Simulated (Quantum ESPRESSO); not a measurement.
# VWC2 (R-3m) in Quantum ESPRESSO: a series of runs

Aim: see how the results for VWC2 move with the level of theory and the settings. Levels: PBEsol, LDA. Tasks: band structure, single point, equation of state.

Program: Quantum ESPRESSO 7.5. These are calculated values, not measurements. Logs are shortened: lines on timing, memory, paths and dates and some standing lists are left out, and cuts for length are marked.

### Step 1. The structure

It takes space group R-3m (No. 166, trigonal). Conventional cell: a = 3.034 Å, b = 3.034 Å, c = 14.802 Å, α = 90.00°, β = 90.00°, γ = 120.00°. W (site symmetry -3m) has 6 C at 2.17 Å as nearest neighbours. Around V (site symmetry -3m) lie 6 C at 2.11 Å. C (site symmetry 3m) is surrounded by 3 V at 2.11 Å and 3 W at 2.17 Å.

The cell comes from a database or a generator and needn't be the stable form of this composition.

### Step 2. Band structure, PBEsol, collinear spin, ferromagnetic start

pw.in reads:

```
&CONTROL
  calculation = 'scf'
  prefix = 'pwscf'
  outdir = './tmp'
  pseudo_dir = './pseudo'
  tprnfor = .true.
  tstress = .true.
  disk_io = 'low'
/
&SYSTEM
  ibrav = 0
  celldm(1) = 8
  nat = 4
  ntyp = 3
  ecutwfc = 56
  ecutrho = 448
  nbnd = 28
  occupations = 'smearing'
  smearing = 'fd'
  degauss = 0.00367493
  nspin = 2
  starting_magnetization(1) = 0
  starting_magnetization(2) = 0.1538
  starting_magnetization(3) = 0
/
&ELECTRONS
  conv_thr = 8d-10
  electron_maxstep = 120
  mixing_beta = 0.3
/
ATOMIC_SPECIES
W    183.8400 w_pbesol_v1.2.uspp.F.UPF
V     50.9415 v_pbesol_v1.4.uspp.F.UPF
C     12.0110 c_pbesol_v1.2.uspp.F.UPF
CELL_PARAMETERS alat
  0.3583490287004   0.2068929081917   1.1654633578657
 -0.3583490287004   0.2068929081917   1.1654633578657
  0.0000000000000  -0.4137858163598   1.1654633578657
ATOMIC_POSITIONS crystal
W      0.0000000000    0.0000000000    0.0000000000
V      0.5000000000    0.5000000000    0.5000000000
C      0.2464940000    0.2464940000    0.2464940000
C      0.7535060000    0.7535060000    0.7535060000
K_POINTS automatic
10 10 10 0 0 0
```

bands.in reads:

```
&CONTROL
  calculation = 'bands'
  prefix = 'pwscf'
  outdir = './tmp'
  pseudo_dir = './pseudo'
  disk_io = 'low'
  verbosity = 'high'
/
&SYSTEM
  ibrav = 0
  celldm(1) = 8
  nat = 4
  ntyp = 3
  ecutwfc = 56
  ecutrho = 448
  nbnd = 28
  occupations = 'smearing'
  smearing = 'fd'
  degauss = 0.00367493
  nspin = 2
  starting_magnetization(1) = 0
  starting_magnetization(2) = 0.1538
  starting_magnetization(3) = 0
/
&ELECTRONS
  conv_thr = 1d-08
  electron_maxstep = 120
  mixing_beta = 0.3
  diago_full_acc = .true.
  startingwfc = 'random'
/
ATOMIC_SPECIES
W    183.8400 w_pbesol_v1.2.uspp.F.UPF
V     50.9415 v_pbesol_v1.4.uspp.F.UPF
C     12.0110 c_pbesol_v1.2.uspp.F.UPF
CELL_PARAMETERS alat
  0.3583490287004   0.2068929081917   1.1654633578657
 -0.3583490287004   0.2068929081917   1.1654633578657
  0.0000000000000  -0.4137858163598   1.1654633578657
ATOMIC_POSITIONS crystal
W      0.0000000000    0.0000000000    0.0000000000
V      0.5000000000    0.5000000000    0.5000000000
C      0.2464940000    0.2464940000    0.2464940000
C      0.7535060000    0.7535060000    0.7535060000
K_POINTS crystal
60
 0.0000000000  0.0000000000  0.0000000000 1
 0.0625000000  0.0000000000  0.0000000000 1
 0.1250000000  0.0000000000  0.0000000000 1
 0.1875000000  0.0000000000  0.0000000000 1
 0.2500000000  0.0000000000  0.0000000000 1
 0.3125000000  0.0000000000  0.0000000000 1
 0.3750000000  0.0000000000  0.0000000000 1
 0.4375000000  0.0000000000  0.0000000000 1
 0.5000000000  0.0000000000  0.0000000000 1
 0.5000000000  0.0375351074 -0.0375351074 1
 0.5000000000  0.0750702148 -0.0750702148 1
 0.5000000000  0.1126053222 -0.1126053222 1
 0.5000000000  0.1501404296 -0.1501404296 1
 0.5000000000  0.1876755371 -0.1876755371 1
 0.8123244629  0.5000000000  0.1876755371 1
 0.7776217448  0.5000000000  0.2223782552 1
 0.7429190267  0.5000000000  0.2570809733 1
 0.7082163086  0.5000000000  0.2917836914 1
 0.6735135905  0.5000000000  0.3264864095 1
 0.6388108724  0.5000000000  0.3611891276 1
 0.6041081543  0.5000000000  0.3958918457 1
 0.5694054362  0.5000000000  0.4305945638 1
 0.5347027181  0.5000000000  0.4652972819 1
 0.5000000000  0.5000000000  0.5000000000 1
 0.3750000000  0.3750000000  0.3750000000 1
 0.2500000000  0.2500000000  0.2500000000 1
 0.1250000000  0.1250000000  0.1250000000 1
 0.0000000000  0.0000000000  0.0000000000 1
 0.0312579790  0.0000000000 -0.0312579790 1
 0.0625159579  0.0000000000 -0.0625159579 1
 0.0937739369  0.0000000000 -0.0937739369 1
 0.1250319158  0.0000000000 -0.1250319158 1
 0.1562898948  0.0000000000 -0.1562898948 1
 0.1875478737  0.0000000000 -0.1875478737 1
 0.2188058527  0.0000000000 -0.2188058527 1
 0.2500638317  0.0000000000 -0.2500638317 1
 0.2813218106  0.0000000000 -0.2813218106 1
 0.3125797896  0.0000000000 -0.3125797896 1
 0.3438377685  0.0000000000 -0.3438377685 1
 0.6561622315  0.3438377685  0.0000000000 1
 0.6249297852  0.3750702148  0.0000000000 1
 0.5936973389  0.4063026611  0.0000000000 1
 0.5624648926  0.4375351074  0.0000000000 1
 0.5312324463  0.4687675537  0.0000000000 1
 0.5000000000  0.5000000000  0.0000000000 1
 0.6561622315  0.6561622315  0.1876755371 1
 0.6405460083  0.6405460083  0.2189079834 1
 0.6249297852  0.6249297852  0.2501404296 1
 0.6093135620  0.6093135620  0.2813728759 1
 0.5936973389  0.5936973389  0.3126053222 1
 0.5780811157  0.5780811157  0.3438377685 1
 0.5624648926  0.5624648926  0.3750702148 1
 0.5468486694  0.5468486694  0.4063026611 1
 0.5312324463  0.5312324463  0.4375351074 1
 0.5156162231  0.5156162231  0.4687675537 1
 0.5000000000  0.5000000000  0.5000000000 1
 0.5000000000  0.0000000000  0.0000000000 1
 0.6041081543  0.1146125895  0.1146125895 1
 0.7082163086  0.2292251790  0.2292251790 1
 0.8123244629  0.3438377685  0.3438377685 1
```

Potentials or basis: GBRV 1.5 PBEsol.

On the command line:

```console
OMP_NUM_THREADS=1 mpirun -n 2 pw.x -nk 2 -in pw.in > pw.out
OMP_NUM_THREADS=1 mpirun -n 2 pw.x -nk 2 -in bands.in > bands.out
```

pw.out:

```text
This program is part of the open-source Quantum ESPRESSO suite
     for quantum simulation of materials; please cite
[... 13 lines left out ...]
     --------------------
     sticks:   dense  smooth     PW     G-vecs:    dense   smooth      PW
     Sum        1941     965    321                42501    15081    2917

     Using Slab Decomposition

     bravais-lattice index     =            0
     lattice parameter (alat)  =       8.0000  a.u.
     unit-cell volume          =     265.4432 (a.u.)^3
     number of atoms/cell      =            4
     number of atomic types    =            3
     number of electrons       =        35.00
     number of Kohn-Sham states=           28
     kinetic-energy cutoff     =      56.0000  Ry
     charge density cutoff     =     448.0000  Ry
     scf convergence threshold =      8.0E-10
     mixing beta               =       0.3000
     number of iterations used =            8  plain     mixing
     Exchange-correlation= SLA  PW   PSX  PSC
                           (   1   4  10   8   0   0   0)

     celldm(1)=   8.000000  celldm(2)=   0.000000  celldm(3)=   0.000000
     celldm(4)=   0.000000  celldm(5)=   0.000000  celldm(6)=   0.000000

     crystal axes: (cart. coord. in units of alat)
               a(1) = (   0.358349   0.206893   1.165463 )
               a(2) = (  -0.358349   0.206893   1.165463 )
               a(3) = (   0.000000  -0.413786   1.165463 )

     reciprocal axes: (cart. coord. in units 2 pi/alat)
               b(1) = (  1.395288  0.805570  0.286009 )
               b(2) = ( -1.395288  0.805570  0.286009 )
               b(3) = (  0.000000 -1.611139  0.286009 )

     PseudoPot. # 1 for W  read from file:
     w_pbesol_v1.2.uspp.F.UPF
     Pseudo is Ultrasoft + core correction, Zval = 14.0
     Generated by new atomic code, or converted to UPF format
     Using radial grid of  923 points,  8 beta functions with:
                l(1) =   0
                l(2) =   0
                l(3) =   0
                l(4) =   1
                l(5) =   1
                l(6) =   2
                l(7) =   2
                l(8) =   3
     Q(r) pseudized with  6 coefficients,  rinner =    1.350   1.350   1.350
                                                       1.350   1.350   1.350
                                                       1.350

     PseudoPot. # 2 for V  read from file:
     v_pbesol_v1.4.uspp.F.UPF
     Pseudo is Ultrasoft + core correction, Zval = 13.0
     Generated by new atomic code, or converted to UPF format
     Using radial grid of  853 points,  6 beta functions with:
                l(1) =   0
                l(2) =   0
                l(3) =   1
                l(4) =   1
                l(5) =   2
                l(6) =   2
     Q(r) pseudized with  8 coefficients,  rinner =    1.100   1.100   1.100
                                                       1.100   1.100

     PseudoPot. # 3 for C  read from file:
     c_pbesol_v1.2.uspp.F.UPF
     Pseudo is Ultrasoft + core correction, Zval =  4.0
     Generated by new atomic code, or converted to UPF format
     Using radial grid of  721 points,  4 beta functions with:
                l(1) =   0
                l(2) =   0
                l(3) =   1
                l(4) =   1
     Q(r) pseudized with  8 coefficients,  rinner =    1.100   1.100   1.100

     atomic species   valence    mass     pseudopotential
     W                14.00   183.84000     W ( 1.00)
     V                13.00    50.94150     V ( 1.00)
     C                 4.00    12.01100     C ( 1.00)

     Starting magnetic structure
     atomic species   magnetization
     W               0.000
     V               0.154
     C               0.000

     12 Sym. Ops., with inversion, found

   Cartesian axes

     site n.     atom                  positions (alat units)
         1        W      tau(   1) = (   0.0000000   0.0000000   0.0000000  )
         2        V      tau(   2) = (   0.0000000   0.0000000   1.7481950  )
         3        C      tau(   3) = (   0.0000000   0.0000000   0.8618392  )
         4        C      tau(   4) = (  -0.0000000   0.0000000   2.6345509  )

     number of k points=   116  Fermi-Dirac smearing, width (Ry)=  0.0037

     Number of k-points >= 100: set verbosity='high' to print them.

     Dense  grid:    42501 G-vectors     FFT dimensions: (  72,  72,  72)

     Smooth grid:    15081 G-vectors     FFT dimensions: (  48,  48,  48)

     Check: negative core charge=   -0.000003
     Generating pointlists ...
     new r_m :   0.2117 (alat units)  1.6937 (a.u.) for type    1
     new r_m :   0.2059 (alat units)  1.6471 (a.u.) for type    2
     new r_m :   0.2059 (alat units)  1.6471 (a.u.) for type    3

     Initial potential from superposition of free atoms

     starting charge      34.8985, renormalised to      35.0000

     negative rho (up, down):  3.127E-02 3.125E-02
     Starting wfcs are   31 randomized atomic wfcs

     Self-consistent Calculation

     iteration #  1     ecut=    56.00 Ry     beta= 0.30
     Davidson diagonalization with overlap
     ethr =  1.00E-02,  avg # of iterations =  3.9

     negative rho (up, down):  3.174E-02 3.188E-02

     total energy              =    -326.72069362 Ry
     estimated scf accuracy    <       1.38761503 Ry

     total magnetization       =     0.66 Bohr mag/cell
     absolute magnetization    =     0.89 Bohr mag/cell

     iteration #  2     ecut=    56.00 Ry     beta= 0.30
     Davidson diagonalization with overlap
     ethr =  3.96E-03,  avg # of iterations =  2.0

     negative rho (up, down):  3.212E-02 3.240E-02

     total energy              =    -326.91715754 Ry
     estimated scf accuracy    <       0.37448179 Ry

     total magnetization       =     1.07 Bohr mag/cell
     absolute magnetization    =     1.34 Bohr mag/cell

     iteration #  3     ecut=    56.00 Ry     beta= 0.30
     Davidson diagonalization with overlap
     ethr =  1.07E-03,  avg # of iterations =  1.5

     negative rho (up, down):  3.249E-02 3.278E-02
[... 136 lines left out ...]
     total magnetization       =     0.00 Bohr mag/cell
     absolute magnetization    =     0.00 Bohr mag/cell

     iteration # 15     ecut=    56.00 Ry     beta= 0.30
     Davidson diagonalization with overlap
     ethr =  2.66E-11,  avg # of iterations =  2.0

     negative rho (up, down):  3.411E-02 3.411E-02

     total energy              =    -327.03262120 Ry
     estimated scf accuracy    <          8.9E-10 Ry

     total magnetization       =    -0.00 Bohr mag/cell
     absolute magnetization    =     0.00 Bohr mag/cell

     iteration # 16     ecut=    56.00 Ry     beta= 0.30
     Davidson diagonalization with overlap
     ethr =  2.54E-12,  avg # of iterations =  2.3

     negative rho (up, down):  3.411E-02 3.411E-02

     Magnetic moment per site  (integrated on atomic sphere of radius R)
     atom   1 (R=0.212)  charge=  9.5740  magn=  0.0000
     atom   2 (R=0.206)  charge= 10.1566  magn=  0.0001
     atom   3 (R=0.206)  charge=  3.4227  magn= -0.0000
     atom   4 (R=0.206)  charge=  3.4227  magn= -0.0000

     End of self-consistent calculation

     Number of k-points >= 100: set verbosity='high' to print the bands.

     the Fermi energy is    19.4703 ev

!    total energy              =    -327.03262120 Ry
     estimated scf accuracy    <          7.7E-10 Ry
     smearing contrib. (-TS)   =      -0.00150881 Ry
     internal energy E=F+TS    =    -327.03111238 Ry

     The total energy is F=E-TS. E is the sum of the following terms:
     one-electron contribution =     -52.83947535 Ry
     hartree contribution      =      47.26486492 Ry
     xc contribution           =     -67.69939056 Ry
     ewald contribution        =    -253.75711139 Ry

     total magnetization       =     0.00 Bohr mag/cell
     absolute magnetization    =     0.00 Bohr mag/cell

     convergence has been achieved in  16 iterations

     negative rho (up, down):  3.411E-02 3.411E-02

     Forces acting on atoms (cartesian axes, Ry/au):

     atom    1 type  1   force =     0.00000000    0.00000000   -0.00000000
     atom    2 type  2   force =     0.00000000    0.00000000   -0.00000000
     atom    3 type  3   force =     0.00000000    0.00000000    0.00279757
     atom    4 type  3   force =    -0.00000000    0.00000000   -0.00279757

     Total force =     0.003956     Total SCF correction =     0.000035

     Computing stress (Cartesian axis) and pressure

     negative rho (up, down):  3.411E-02 3.411E-02
          total   stress  (Ry/bohr**3)                   (kbar)     P=     -102.30
  -0.00068637  -0.00000000   0.00000000         -100.97       -0.00        0.00
   0.00000000  -0.00068637   0.00000000            0.00     -100.97        0.00
  -0.00000000   0.00000000  -0.00071345           -0.00        0.00     -104.95

=------------------------------------------------------------------------------=
   JOB DONE.
=------------------------------------------------------------------------------=
```

Run time: 8.4 min. Hardware: 2 MPI ranks of Intel Xeon at 2.70GHz, shared host; peak memory 0.68 GiB.

What came out:

| Quantity | Value |
| --- | --- |
| Free energy | -4449.5055 eV |
| Pressure | -10.2 GPa |
| Largest force | 0.072 eV/Å |
| Band gap on the k mesh | none (metal or under the smearing width) |
| Net moment | 0.00 μB per cell |
| Absolute moment | 0.00 μB per cell |
| Valence electrons inside the program's atomic spheres | W 9.57; V 10.16; C 3.42 |

Forces in eV/Å, atoms in the order of the input:
```
W    0.000  0.000  0.000
V    0.000  0.000  0.000
C    0.000  0.000  0.072
C    0.000  0.000 -0.072
```

Levels at the corners of the path, in eV from the Fermi level:
Spin up:
```tsv
point	band 14	band 15	band 16	band 17	band 18	band 19	band 20	band 21	band 22	band 23
Γ	-1.85	-1.85	-1.77	-0.46	-0.46	-0.06	-0.06	0.00	1.08	1.08
L	-4.67	-4.54	-3.71	-0.85	-0.55	0.91	1.53	2.13	3.03	3.69
B1	-5.25	-4.52	-4.26	-0.02	0.01	0.81	1.33	2.15	2.21	3.84
B	-5.25	-4.52	-4.26	-0.02	0.01	0.81	1.33	2.15	2.21	3.84
Z	-4.68	-3.65	-3.65	-0.58	-0.58	-0.36	-0.36	0.63	1.21	3.99
Γ	-1.85	-1.85	-1.77	-0.46	-0.46	-0.06	-0.06	0.00	1.08	1.08
X	-5.17	-4.69	-4.22	-0.14	0.55	0.65	1.21	2.02	2.44	3.49
Q	-5.17	-4.69	-4.22	-0.14	0.55	0.65	1.21	2.02	2.44	3.49
F	-5.25	-4.45	-1.80	-1.75	0.69	0.91	0.99	1.65	2.31	2.97
P1	-5.17	-4.42	-2.18	-1.81	0.75	0.81	1.26	1.62	2.35	2.93
Z	-4.68	-3.65	-3.65	-0.58	-0.58	-0.36	-0.36	0.63	1.21	3.99
L	-4.67	-4.54	-3.71	-0.85	-0.55	0.91	1.53	2.13	3.03	3.69
P	-5.17	-4.42	-2.18	-1.81	0.75	0.81	1.26	1.62	2.35	2.93
```
Spin down:
| point | band 16 | band 17 | band 18 | band 19 | band 20 | band 21 |
| --- | --- | --- | --- | --- | --- | --- |
| Γ | -1.77 | -0.46 | -0.46 | -0.06 | -0.06 | 0.00 |
| L | -3.71 | -0.85 | -0.55 | 0.91 | 1.53 | 2.13 |
| B1 | -4.26 | -0.02 | 0.01 | 0.81 | 1.33 | 2.15 |
| B | -4.26 | -0.02 | 0.01 | 0.81 | 1.33 | 2.15 |
| Z | -3.65 | -0.58 | -0.58 | -0.36 | -0.36 | 0.63 |
| Γ | -1.77 | -0.46 | -0.46 | -0.06 | -0.06 | 0.00 |
| X | -4.22 | -0.14 | 0.55 | 0.65 | 1.21 | 2.02 |
| Q | -4.22 | -0.14 | 0.55 | 0.65 | 1.21 | 2.02 |
| F | -1.80 | -1.75 | 0.69 | 0.91 | 0.99 | 1.65 |
| P1 | -2.18 | -1.81 | 0.75 | 0.81 | 1.26 | 1.62 |
| Z | -3.65 | -0.58 | -0.58 | -0.36 | -0.36 | 0.63 |
| L | -3.71 | -0.85 | -0.55 | 0.91 | 1.53 | 2.13 |
| P | -2.18 | -1.81 | 0.75 | 0.81 | 1.26 | 1.62 |

Caveat: spin-orbit coupling is left out, which moves the levels of the heavy elements.

### Step 3. Single point, LDA, collinear spin, ferromagnetic start, 9.24 Å³/atom

pw.in reads:

```
&CONTROL
  calculation = 'scf'
  prefix = 'pwscf'
  outdir = './tmp'
  pseudo_dir = './pseudo'
  tstress = .true.
  disk_io = 'nowf'
/
&SYSTEM
  ibrav = 0
  nat = 4
  ntyp = 3
  ecutwfc = 56
  ecutrho = 448
  nbnd = 28
  occupations = 'smearing'
  smearing = 'fd'
  degauss = 0.00367493
  nspin = 2
  starting_magnetization(1) = 0
  starting_magnetization(2) = 0.1538
  starting_magnetization(3) = 0
/
&ELECTRONS
  conv_thr = 8d-10
  electron_maxstep = 120
  mixing_beta = 0.3
/
ATOMIC_SPECIES
W    183.8400 w_lda_v1.2.uspp.F.UPF
V     50.9415 v_lda_v1.4.uspp.F.UPF
C     12.0110 c_lda_v1.2.uspp.F.UPF
CELL_PARAMETERS angstrom
   1.4860724039    0.8579843024    4.8331732337
  -1.4860724039    0.8579843024    4.8331732337
   0.0000000000   -1.7159686048    4.8331732337
ATOMIC_POSITIONS crystal
W      0.0000000000    0.0000000000    0.0000000000
V      0.5000000000    0.5000000000    0.5000000000
C      0.2464940000    0.2464940000    0.2464940000
C      0.7535060000    0.7535060000    0.7535060000
K_POINTS automatic
8 8 8 0 0 0
```

Potentials or basis: GBRV 1.5 LDA.

On the command line:

```console
OMP_NUM_THREADS=1 mpirun -n 2 pw.x -nk 2 -in pw.in > pw.out
```

Run time: 2.5 min. Hardware: 2 MPI ranks of Intel Xeon at 2.70GHz, shared host; peak memory 0.6 GiB.

It converged, with:

```
Free energy                                           : -4454.9762 eV
Pressure                                              : 5.5 GPa
Band gap on the k mesh                                : none (metal or under the smearing width)
Net moment                                            : 0.00 μB per cell
Absolute moment                                       : 0.00 μB per cell
Valence electrons inside the program's atomic spheres : W 9.45; V 10.10; C 3.40
```

### Step 4. Single point, LDA, collinear spin, ferromagnetic start, 9.44 Å³/atom

pw.in, as its differences from that of step 3:

```diff
@@ -33,5 +33,5 @@
 CELL_PARAMETERS angstrom
-   1.4860724039    0.8579843024    4.8331732337
-  -1.4860724039    0.8579843024    4.8331732337
-   0.0000000000   -1.7159686048    4.8331732337
+   1.4965380473    0.8640266445    4.8672107864
+  -1.4965380473    0.8640266445    4.8672107864
+   0.0000000000   -1.7280532889    4.8672107864
 ATOMIC_POSITIONS crystal
```

On the command line:

```console
OMP_NUM_THREADS=1 mpirun -n 2 pw.x -nk 2 -in pw.in > pw.out
```

Run time: 3.3 min. Hardware: 2 MPI ranks of Intel Xeon at 2.70GHz, shared host; peak memory 0.6 GiB.

Results (log left out):

```yaml
Free_energy: -4454.9831 eV
Pressure: -2.6 GPa
Band_gap_on_the_k_mesh: none (metal or under the smearing width)
Net_moment: 0.00 μB per cell
Absolute_moment: 0.00 μB per cell
Valence_electrons_inside_the_program's_atomic_spheres: W 9.50; V 10.12; C 3.41
```

### Step 5. Single point, LDA, collinear spin, ferromagnetic start, 9.64 Å³/atom

pw.in, as its differences from that of step 4:

```diff
@@ -33,5 +33,5 @@
 CELL_PARAMETERS angstrom
-   1.4965380473    0.8640266445    4.8672107864
-  -1.4965380473    0.8640266445    4.8672107864
-   0.0000000000   -1.7280532889    4.8672107864
+   1.5068593255    0.8699856372    4.9007788181
+  -1.5068593255    0.8699856372    4.9007788181
+   0.0000000000   -1.7399712744    4.9007788181
 ATOMIC_POSITIONS crystal
```

On the command line:

```console
OMP_NUM_THREADS=1 mpirun -n 2 pw.x -nk 2 -in pw.in > pw.out
```

Wall time 3.3 min (2 MPI ranks of Intel Xeon at 2.70GHz, shared host); peak memory 0.6 GiB.

Results (log left out):

```yaml
Free_energy: -4454.9525 eV
Pressure: -9.9 GPa
Band_gap_on_the_k_mesh: none (metal or under the smearing width)
Net_moment: 0.00 μB per cell
Absolute_moment: 0.00 μB per cell
Valence_electrons_inside_the_program's_atomic_spheres: W 9.54; V 10.14; C 3.42
```

(Continued in part 2 of 2.)
